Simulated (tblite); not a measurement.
# C6H12OSi2: the cost of one run

Computed with tblite 0.8.0 and PySCF 2.14.0, with density-fitted response routines of our own, on a single molecule in the gas phase. Atoms are numbered from 0 throughout.

## 1. The molecule as given

21 atoms, charge 0, multiplicity 1; geometry from: force field or distance geometry start.

Bonds of the start (Å): C0–C1 1.19, C1–Si2 1.89, Si2–O3 1.68, O3–C4 1.44, C4–C5 1.51, C5–C6 1.50, Si2–Si7 2.32, Si7–C8 1.85, C6–C4 1.51, C0–H9 1.07, Si2–H10 1.48, C4–H11 1.08, C5–H12 1.08, C5–H13 1.08, C6–H14 1.08, C6–H15 1.09, Si7–H16 1.49, Si7–H17 1.48, C8–H18 1.09, C8–H19 1.10, C8–H20 1.08.

## 2. Geometry optimisation with GFN2-xTB

Job settings and geometry (Å):

```
{"job": {"kind": "relax", "xc": "GFN2-xTB", "basis": "xTB"}, "charge": 0, "multiplicity": 1}
C      0.341900     2.839800     1.188400
C      0.415400     1.653500     1.080400
Si     0.553100    -0.221300     0.935500
O     -0.603000    -0.843500    -0.114300
C     -1.992300    -0.702800     0.250600
C     -2.765100     0.341500    -0.523500
C     -2.952200    -1.107400    -0.844000
Si     2.668700    -0.753000     0.144600
C      2.891300    -0.024700    -1.539100
H      0.249000     3.901000     1.282100
H      0.347400    -0.836500     2.270700
H     -2.310600    -0.930000     1.261900
H     -2.228400     0.954200    -1.227300
H     -3.552300     0.861100    -0.004600
H     -2.545600    -1.477700    -1.768100
H     -3.885100    -1.578300    -0.528700
H      2.833900    -2.232900     0.071300
H      3.710300    -0.242300     1.061300
H      2.140700    -0.398900    -2.240000
H      2.802000     1.070800    -1.508600
H      3.872000    -0.255600    -1.938200
```

Command:

```bash
OMP_NUM_THREADS=1 python probes_run.py task.json out
```

This one command runs all jobs of the session in turn.

Q: Estimate the wall time and peak memory of this first job on 1 thread of Arm Neoverse V1, shared host.

About 1.1 s, with a peak of 0.18 GiB.
